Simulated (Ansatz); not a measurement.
**C₅H₁₂BrGa: a ladder of functionals and wavefunction methods**

An exercise on one series of results from a longer session: the logs are not shown, and one member is left open.

The runs use Ansatz 0.2.0, Gaussian basis; functionals in def2-TZVPP, the program's frozen cores in correlated methods.

Levels to be run: LDA (SPW92), PBE-D4, revPBE-D4, BLYP-D4, r2SCAN-D4, B97M-V, PBE0-D4, B3LYP-D4, r2SCANh-D4, r2SCAN0-D4, HSE06-D4, BHLYP-D4, CAM-B3LYP-D4, LC-ωPBE, ωB97X-V, ωB97M-V, B2PLYP, PBE-QIDH; CCSD(T)/def2-SVP; CCSD(T)/def2-TZVPP; MP2/def2-QZVPP; extrapolation to the limit; RPA on PBE.

## Structure used throughout

An earlier PBE0-D4 in a triple-zeta def2 set relaxation fixed the geometry.

19 atoms, charge 0, spin multiplicity 1.

Atoms are counted from 1 here; the program's logs count them from 0.

Bond lengths: C1–C2 1.522 Å, C1–H8 1.092 Å, C1–H9 1.092 Å, C1–H10 1.094 Å, C2–Ga3 1.971 Å, C2–H11 1.097 Å, C2–H12 1.097 Å, Ga3–Br4 2.327 Å, Ga3–C5 1.982 Å, C5–C6 1.525 Å, C5–C7 1.524 Å, C5–H13 1.099 Å, C6–H14 1.093 Å, C6–H15 1.095 Å, C6–H16 1.096 Å, C7–H17 1.095 Å, C7–H18 1.092 Å, C7–H19 1.096 Å. Angles: C2–C1–H8 111.6°, C2–C1–H9 111.6°, C2–C1–H10 111.4°, H8–C1–H9 106.6°, H8–C1–H10 107.6°, H9–C1–H10 107.7°, C1–C2–Ga3 116.0°, C1–C2–H11 111.1°, C1–C2–H12 111.1°, Ga3–C2–H11 106.4°, Ga3–C2–H12 106.5°, H11–C2–H12 105.1°, C2–Ga3–Br4 115.0°, C2–Ga3–C5 130.7°, Br4–Ga3–C5 114.3°, Ga3–C5–C6 111.6°, Ga3–C5–C7 112.3°, Ga3–C5–H13 103.9° and more.

Coordinates:

```xyz
19

C     2.7556   -1.0586   -1.4769
C     1.9821   -0.2737   -0.4273
Ga    0.0341   -0.1517   -0.7027
Br   -0.7543   -1.2087   -2.6201
C    -1.3700    0.7428    0.3721
C    -0.8342    1.2058    1.7226
C    -2.6215   -0.1150    0.5168
H     2.4108   -2.0929   -1.5414
H     2.6349   -0.6263   -2.4725
H     3.8260   -1.0793   -1.2514
H     2.3504    0.7567   -0.3549
H     2.1284   -0.7001    0.5723
H    -1.6319    1.6287   -0.2224
H     0.0390    1.8567    1.6257
H    -0.5420    0.3589    2.3513
H    -1.5984    1.7638    2.2759
H    -2.4246   -1.0178    1.1034
H    -3.0145   -0.4320   -0.4512
H    -3.4118    0.4382    1.0371
```

Set-up of the first run:

Contents of in.yaml:

```yaml
crystal:
  periodic: [false, false, false]
  atoms:
    - {symbol: C, position_ang: [2.755601, -1.058598, -1.476864]}
    - {symbol: C, position_ang: [1.982070, -0.273749, -0.427281]}
    - {symbol: Ga, position_ang: [0.034130, -0.151742, -0.702741]}
    - {symbol: Br, position_ang: [-0.754292, -1.208662, -2.620126]}
    - {symbol: C, position_ang: [-1.370015, 0.742805, 0.372056]}
    - {symbol: C, position_ang: [-0.834207, 1.205817, 1.722564]}
    - {symbol: C, position_ang: [-2.621460, -0.114970, 0.516793]}
    - {symbol: H, position_ang: [2.410818, -2.092880, -1.541377]}
    - {symbol: H, position_ang: [2.634855, -0.626349, -2.472465]}
    - {symbol: H, position_ang: [3.826000, -1.079250, -1.251382]}
    - {symbol: H, position_ang: [2.350404, 0.756680, -0.354908]}
    - {symbol: H, position_ang: [2.128353, -0.700063, 0.572326]}
    - {symbol: H, position_ang: [-1.631870, 1.628688, -0.222393]}
    - {symbol: H, position_ang: [0.038962, 1.856735, 1.625673]}
    - {symbol: H, position_ang: [-0.542022, 0.358901, 2.351325]}
    - {symbol: H, position_ang: [-1.598408, 1.763792, 2.275949]}
    - {symbol: H, position_ang: [-2.424632, -1.017779, 1.103440]}
    - {symbol: H, position_ang: [-3.014514, -0.432018, -0.451230]}
    - {symbol: H, position_ang: [-3.411775, 0.438244, 1.037139]}
basis:
  gaussian: {orbitals: def2-TZVPP}
hamiltonian: {xc: lda}
output: {orbitals: {seedname: orbitals}}
```

Among the steps run: LDA; PBE-D4 (GGA); revPBE-D4 (GGA); BLYP-D4 (GGA); r2SCAN-D4 (meta-GGA); B97M-V (meta-GGA); PBE0-D4 (hybrid); B3LYP-D4 (hybrid); r2SCANh-D4 (hybrid); r2SCAN0-D4 (hybrid); HSE06-D4 (hybrid); BHLYP-D4 (hybrid); CAM-B3LYP-D4 (range-separated); LC-ωPBE (range-separated); ωB97X-V (range-separated); ωB97M-V (range-separated); B2PLYP (double hybrid); PBE-QIDH (double hybrid).

One table of the session follows, with a row left open; its other results are not shown here.

It belongs to the step «Frontier levels by functional». 

```
  functional  HOMO (eV)  gap (eV)
 LDA (SPW92)      -6.09      3.98
      PBE-D4          ?         ?
   revPBE-D4      -5.89      4.22
     BLYP-D4      -5.81      4.07
   r2SCAN-D4      -6.18      4.59
      B97M-V      -6.26      4.50
     PBE0-D4      -7.10      6.08
    B3LYP-D4      -6.90      5.61
  r2SCANh-D4      -6.61      5.29
  r2SCAN0-D4      -7.26      6.35
    HSE06-D4      -6.71      5.32
    BHLYP-D4      -8.17      7.90
CAM-B3LYP-D4      -8.40      8.26
     LC-ωPBE      -9.72     10.76
     ωB97X-V      -9.38     10.22
     ωB97M-V      -9.25      9.86
```

Q: Estimate the row for PBE-D4 from the others.

The run gave: HOMO (eV): -5.95; gap (eV): 4.13. In the column «HOMO (eV)» it lies between LDA (SPW92) (-6.09) and revPBE-D4 (-5.89).
